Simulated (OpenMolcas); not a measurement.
**singlet CH2GeN−: levels of theory compared**

We compute a comparison of 6 runs (HF/3-21G, B2PLYP/def2-SVPD, B3LYP/def2-SVPD, BHLYP/def2-SVPD, BLYP/def2-SVPD, CCSD(T)/def2-SVPD) of singlet CH2GeN−. 

The results are computed with OpenMolcas 26.06.

1 further run of the same task is left out (set aside as unsound or not needed).

### Step 1. The system as given

CH2GeN− has 5 atoms, charge -1, and is taken as a singlet. SMILES of the parent species: `N#[C][GeH2]`. The coordinates come from a PBE0-D4/def2-TZVP relaxation. That shape belongs to the parent species and isn't relaxed for this state.

Bond lengths: N1–C2 1.154 Å, C2–Ge3 1.912 Å, Ge3–H4 1.534 Å, Ge3–H5 1.534 Å. Angles: N1–C2–Ge3 175.5°, C2–Ge3–H4 108.2°, C2–Ge3–H5 108.2°, H4–Ge3–H5 114.7°.

### Step 2. The energy at HF/3-21G (run 1)

job.input

```
&GATEWAY
 BasLib=$CurrDir
 Coord
 5
 angstrom
 N        1.590700      -1.029300       1.293200
 C        0.838400      -0.535900       0.570400
 Ge      -0.315900       0.241400      -0.740100
 H       -1.658900      -0.498000      -0.695900
 H       -0.404300       1.748400      -0.468900
 Basis=3-21G
 Group=NoSym

&SEWARD

&SCF
 Charge=-1
 Thresholds=1e-10 1e-07 1e-07 1e-05
 PrOrbitals=0
```

The basis set 3-21G is read from a file made from the Basis Set Exchange's data (not shown).

Run with:

```console
export MOLCAS_MEM=1860
pymolcas job.input > job.log
```

Standard output:

```text
--- Start Module: gateway ---
[...]
--- Stop Module: gateway /rc=_RC_ALL_IS_WELL_ ---
--- Start Module: seward ---
[...]
      Basis functions           44
--- Stop Module: seward /rc=_RC_ALL_IS_WELL_ ---
--- Start Module: scf ---
[...]
       Convergence after  16 Iterations
[...]
::    Total SCF energy                              -2158.2798310686
[...]
      Total spin, S                                     0.0000000000
[...]
      Total electronic charge=   48.000000
      Total            charge=   -1.000000
[...]
      Dipole Moment (debye):
      Origin of the operator (angstrom)=    0.0677   -0.0171   -0.3034
                   X= -1.9650E+00               Y=  1.1052E+00               Z= -7.2638E-02           Total=  2.2556E+00
      Center of Charge (angstrom)
[...]
--- Stop Module: scf /rc=_RC_ALL_IS_WELL_ ---
[...]
```

It took 1.6 s on 1 thread of AMD EPYC 9R45 (Zen 5), shared host; peak memory 0.38 GiB.

### Step 3. A single-point energy at B2PLYP/def2-SVPD (run 2)

calc.input

```
&GATEWAY
BASLIB=$CurrDir
COORD
5
angstrom
N        1.590700      -1.029300       1.293200
C        0.838400      -0.535900       0.570400
Ge      -0.315900       0.241400      -0.740100
H       -1.658900      -0.498000      -0.695900
H       -0.404300       1.748400      -0.468900
BASIS=def2-SVPD
GROUP=NoSym
&SEWARD
GRIDINPUT
Grid=UltraFine
End of Grid
&SCF
CHARGE=-1
KSDFT=B2PLYP_SCF
THRESHOLDS=1e-10 1e-07 1e-07 1e-05
PRORBITALS=1 1
&MBPT2
FROZEN=11
```

The basis set def2-SVPD is read from a file made from the Basis Set Exchange's data (not shown).

Run with:

```console
export MOLCAS_MEM=1860
pymolcas calc.input > calc.log
```

Standard output:

```text
--- Start Module: gateway ---
[...]
--- Stop Module: gateway /rc=_RC_ALL_IS_WELL_ ---
[...]
      Basis functions           94
[...]
--- Start Module: scf ---
[...]
       Convergence after  19 Iterations
[...]
::    Total KS-DFT energy                           -2170.0921454429
[...]
      Total spin, S                                     0.0000000000
[...]
      Total electronic charge=   48.000000
      Total            charge=   -1.000000
[...]
      Dipole Moment (debye):
      Origin of the operator (angstrom)=    0.0677   -0.0171   -0.3034
                   X= -2.0399E+00               Y=  1.2298E+00               Z= -8.9199E-01           Total=  2.5435E+00
      Center of Charge (angstrom)
[...]
--- Stop Module: scf /rc=_RC_ALL_IS_WELL_ ---
[...]
--- Start Module: mbpt2 ---
[...]
 ###    WARNING: MP2 implementation intended for RHF references only         ###
 ###############################################################################
MBPT2 WARNING: Reference function according to RunFile:KS-DFT
I'll assume you know what you're doing and continue
WARNING!
Default frozen orbitals as non valence orbitals is overwritten by user input.
Default values:  16
[...]
       Reference weight ( Cref**2 )         =        0.75996
::    Total MBPT2 energy                            -2170.7595558846
[...]
      Total MBPT2 calculations                           0.26      0.29
--- Stop Module: mbpt2 /rc=_RC_ALL_IS_WELL_ ---
[...]
```

Wall time 20 s (1 thread of AMD EPYC 9R45 (Zen 5), shared host); peak memory 0.52 GiB.

Runs 3 to 4 aren't shown in full; the table further down has their settings and results.

### Step 4. The energy at BLYP/def2-SVPD (run 5)

input.xyz

```xyz
5

N      1.590700    -1.029300     1.293200
C      0.838400    -0.535900     0.570400
Ge    -0.315900     0.241400    -0.740100
H     -1.658900    -0.498000    -0.695900
H     -0.404300     1.748400    -0.468900
```

mol.inp

```
>>> EXPORT MOLCAS_PRINT=2
&GATEWAY
BasLib=$CurrDir
Coord=input.xyz
Basis=def2-SVPD
Group=NoSym
&SEWARD
GridInput
Grid=UltraFine
End of Grid
&SCF
Charge=-1
KSDFT=BLYP
Thresholds=1e-10 1e-07 1e-07 1e-05
PrOrbitals=1
```

The basis set def2-SVPD is read from a file made from the Basis Set Exchange's data (not shown).

Run with:

```console
export MOLCAS_MEM=1860
pymolcas mol.inp > mol.log
```

Standard output:

```text
--- Start Module: gateway ---
[...]
--- Stop Module: gateway /rc=_RC_ALL_IS_WELL_ ---
--- Start Module: seward ---
[...]
      Basis functions           94
--- Stop Module: seward /rc=_RC_ALL_IS_WELL_ ---
[...]
--- Start Module: scf ---
[...]
       Convergence after  21 Iterations
[...]
::    Total KS-DFT energy                           -2170.7669371917
[...]
      Total spin, S                                     0.0000000000
[...]
      Total electronic charge=   48.000000
      Total            charge=   -1.000000
[...]
      Dipole Moment (debye):
      Origin of the operator (angstrom)=    0.0677   -0.0171   -0.3034
                   X= -1.9749E+00               Y=  1.2257E+00               Z= -1.2096E+00           Total=  2.6203E+00
      Center of Charge (angstrom)
[...]
--- Stop Module: scf /rc=_RC_ALL_IS_WELL_ ---
[...]
```

Run time: 22 s. Hardware: 1 thread of AMD EPYC 9R45 (Zen 5), shared host; peak memory 0.52 GiB.

### Step 5. The energy at CCSD(T)/def2-SVPD (run 6)

calc.inp

```
&GATEWAY
 BasLib=$CurrDir
 Coord
 5
 angstrom
 N        1.590700      -1.029300       1.293200
 C        0.838400      -0.535900       0.570400
 Ge      -0.315900       0.241400      -0.740100
 H       -1.658900      -0.498000      -0.695900
 H       -0.404300       1.748400      -0.468900
 Basis=def2-SVPD
 Group=NoSym

&SEWARD

&SCF
 Charge=-1
 Thresholds=1e-10 1e-07 1e-07 1e-05
 PrOrbitals=1 2

&RASSCF
 FileOrb=$Project.ScfOrb
 Spin=1
 Nactel=0 0 0
 Inactive=24
 Ras2=0
 OutOrbitals=Canonical
 OrbListing=Few

&MOTRA
 JobIph
 Frozen=11

&CCSDT
 CCT
 Triples=2
 Iterations=80
 Accuracy=1e-08
 Extrapolation=5 4
```

The basis set def2-SVPD is read from a file made from the Basis Set Exchange's data (not shown).

Run with:

```console
export MOLCAS_MEM=1860
pymolcas calc.inp > calc.log
```

Standard output:

```text
--- Start Module: gateway ---
[...]
--- Stop Module: gateway /rc=_RC_ALL_IS_WELL_ ---
[...]
      Basis functions           94
[...]
       Convergence after  19 Iterations
[...]
::    Total SCF energy                              -2168.5010480191
[...]
      Total spin, S                                     0.0000000000
[...]
      Number of active orbitals                  0
[...]
      Spin quantum number                      0.0
[...]
      Active orbitals                            0
[...]
      Number of CSFs                             1
[...]
      Number of root(s) required                 1
[...]
      Convergence after  4 iterations
[...]
      Natural orbitals and occupation numbers for root  1
      ************************************************************************************************************************
      *                                                    Final results                                                     *
      ************************************************************************************************************************
[...]
::    RASSCF root number  1 Total energy:  -2168.50104802
[...]
      Total electronic charge=   48.000000
      Total            charge=   -1.000000
[...]
      Dipole Moment (debye):
      Origin of the operator (angstrom)=    0.0677   -0.0171   -0.3034
                   X= -2.1126E+00               Y=  1.2354E+00               Z= -5.4536E-01           Total=  2.5073E+00
      Center of Charge (angstrom)
[...]
--- Start Module: motra ---
[...]
      *** WARNING: Default frozen orbitals is overwritten by user input.
      *** Default values:  16
[...]
--- Stop Module: motra /rc=_RC_ALL_IS_WELL_ ---
[...]
--- Start Module: ccsdt ---
[...]
      Convergence after                    19  Iterations
      Total energy (diff) :   -2169.04717074      -0.00000000
[...]
 METHOD                       : CCSD+T(CCSD)+<T3(1)WT1> = CCSD(T)
[...]
       CCSD     =     -2169.0471707386919
[...]
--- Stop Module: ccsdt /rc=_RC_ALL_IS_WELL_ ---
[...]
```

It took 64 s on 1 thread of AMD EPYC 9R45 (Zen 5), shared host; peak memory 0.52 GiB.

### Step 6. Overview of the runs

```csv
run,level,frozen core orbitals,integration grid,energy (Eh),HOMO energy (eV),LUMO energy (eV),HOMO–LUMO gap (eV),wall time
1,HF/3-21G,–,–,-2158.279831,-1.19,9.73,10.92,1.6 s
2,B2PLYP/def2-SVPD,11,UltraFine,-2170.272346,-0.45,5.07,5.51,20 s
3,B3LYP/def2-SVPD,–,UltraFine,-2170.786523,0.38,4.23,3.85,23 s
4,BHLYP/def2-SVPD,–,UltraFine,-2170.655018,-0.53,4.91,5.43,20 s
5,BLYP/def2-SVPD,–,UltraFine,-2170.766937,1.23,3.91,2.68,22 s
6,CCSD(T)/def2-SVPD,11,–,-2169.070161,-1.66,6.16,7.81,64 s
```

### Step 7. Results

| quantity | value |
| --- | --- |
| run 6: total energy | -2169.07016 Eh |
| run 6: HOMO energy (Hartree–Fock orbitals) | -1.66 eV |
| run 6: LUMO energy (Hartree–Fock orbitals) | 6.16 eV |
| run 6: HOMO–LUMO gap (to an unbound level, set by the basis) | 7.81 eV |
| run 6: correlation energy (11 core orbitals frozen) | -569.1 mEh |
| run 6: (T) correction | -22.99 mEh |

In words: Over runs 1, 2, 3, 4, 5 the HOMO–LUMO gap runs from 2.68 eV (BLYP/def2-SVPD) to 10.92 eV (HF/3-21G). The two ends differ in method and basis. The empty levels of an anion lie above zero and hang on the basis. For B2PLYP the log adds the whole second-order term; the table takes 0.27 of it, as the functional is defined. Totals of different functionals can't be ranked against each other. In runs 3, 5 the HOMO lies above zero, so the outermost electron may be held by the basis alone. All runs together took 2.5 min, the longest 64 s.
